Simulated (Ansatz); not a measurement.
Input of an Ansatz 0.2.0 run:

The input input.yaml:

```yaml
crystal:
  lattice:
    - [0.0, 2.31, 2.31]
    - [2.31, 0.0, 2.31]
    - [2.31, 2.31, 0.0]
  atoms:
    - { symbol: Hf, position: [0.5, 0.5, 0.5] }
    - { symbol: B, position: [0.0, 0.0, 0.0] }
kpoints:
  mp_grid: { grid: [10, 10, 10] }
scf:
  occupations: { method: gaussian, width: 0.1 }
hamiltonian:
  xc: lda
  pseudopotentials: { kind: all_electron, lapw: { basis_error: 0.001 } }
output:
  forces: true
  stress: true
  eigenvalues: true
```

Potentials or basis: all-electron LAPW, scalar-relativistic.

The run is started by

```console
$ ansatz run input.yaml --threads 1 --pin off --max-ram 3072MiB --backend cpu --events-out ev --progress --plain --runs-dir out
```

Q: Predict the band gap on the k mesh.

A: None (metal or under the smearing width).

Q: Predict the pressure.

A: 17.9 GPa.

Caveat: so large a pressure means that the cell lies far from this level's equilibrium, or that cutoff or potentials fall short. Spin-orbit coupling is left out, which matters for the levels of Hf.
